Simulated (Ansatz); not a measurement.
The system is NiMoIrPdW.

```xyz
5
Lattice="2.7608 0.0000 0.0000 -1.3804 2.3909 0.0000 0.0000 0.0000 11.3405" Properties=species:S:1:pos:R:3 pbc="T T T"
Ni    0.0000    0.0000    8.0423
Mo    1.3804    0.7970    3.3369
Pd    1.3804    0.7970   10.1952
Ir    0.0000    0.0000    1.2025
W     1.3804    0.7970    6.0015
```

The cell was built by a generator and needn't be a form met in nature.

Base run:

* Program: Ansatz 0.2.0
* Functional: LDA
* Potentials or basis: Ansatz PAW
* Cutoff: 420 eV (not typed: the program's choice for these potentials)
* k mesh: 11 × 11 × 3
* Occupations: fermi-dirac, width 0.05 eV
* Spin: collinear spin, ferromagnetic start
* Starting moments: [1.0, 1.0, 0.0, 0.6, 0.0] μB

Its results: band gap on the k mesh none (metal or under the smearing width); pressure -14.3 GPa; net moment 0.00 μB per cell; largest force 0.213 eV/Å.

**Question.** The run is repeated on the same cell with these changes: functional from LDA to BLYP. What comes out?

**Answer.** Band gap on the k mesh none (metal or under the smearing width); pressure 10.6 GPa; net moment 0.00 μB per cell; largest force 0.569 eV/Å.

BLYP binds less tightly than LDA, so the same cell stands under more pressure.

Caveats: spin-orbit coupling is left out, which moves the levels of the heavy elements; the PAW data sets come from PBE, with cores solved anew for the run's functional, which leaves a small shift of forces and pressure; the starting moments weren't kept.
